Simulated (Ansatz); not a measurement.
The system is Ge3Pd.

```
CELL_PARAMETERS angstrom
4.14202 0.00000 0.00000
0.00000 4.14202 0.00000
0.00000 0.00000 4.14202
ATOMIC_POSITIONS crystal
Pd 0.00000 0.00000 0.00000
Ge 0.50000 0.50000 0.00000
Ge 0.50000 0.00000 0.50000
Ge 0.00000 0.50000 0.50000
```

The cell comes from a database or a generator and needn't be the stable form of this composition.

Base run:

| Item | Value |
| --- | --- |
| Program | Ansatz 0.2.0 |
| Functional | PBEsol |
| Potentials or basis | Ansatz PAW |
| Cutoff | 420 eV (not typed: the program's choice for these potentials) |
| k mesh | 7 × 7 × 7 |
| Occupations | fermi-dirac, width 0.05 eV |
| Spin | no spin polarisation |
| Hubbard terms | Pd d U = 5 eV |

Its results: band gap on the k mesh none (metal or under the smearing width); pressure -3.7 GPa.

Task: The run is repeated on the same cell with these changes: hubbard terms from Pd d U = 5 eV to none; hubbard projectors from ortho-atomic (the default) to none. What comes out?

Result: Band gap on the k mesh none (metal or under the smearing width); pressure -4.7 GPa.

Caveats: the PAW data sets come from PBE, with cores solved anew for the run's functional, which leaves a small shift of forces and pressure; U without spin polarisation on a metal has little footing (some runs); the U is typed as a test and isn't derived for this compound (some runs).
